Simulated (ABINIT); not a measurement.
Crystal: AgRh.

```
Ag Rh
1.0
     2.77759    0.00000    0.00000
    -1.38879    2.40546    0.00000
     0.00000    0.00000    4.80860
Ag Rh
1 1
Direct
  0.00000 0.00000 0.50000
  0.66667 0.33333 0.00000
```

The cell comes from a database or a generator and needn't be the stable form of this composition.

Base run:

| Property | Result |
| --- | --- |
| Program | ABINIT 10.8.3 (patched build) |
| Functional | PBE |
| Potentials or basis | JTH PAW PBE v2.0 |
| Cutoff | 463 eV |
| k mesh | 11 × 11 × 6 |
| Occupations | fermi-dirac, width 0.05 eV |
| Spin | no spin polarisation |

Its results: band gap on the k mesh none (metal or under the smearing width); pressure -2.3 GPa.

The run is repeated on the same cell with these changes: functional from PBE to PBEsol; potentials or basis from JTH PAW PBE v2.0 to PseudoDojo NC SR PBEsol v0.4.1 standard; cutoff from 463 eV to 1197 eV; valence electrons from 28 to 36. What comes out?

Band gap on the k mesh none (metal or under the smearing width); pressure -10.6 GPa.

Not every run made on this cell is shown here.
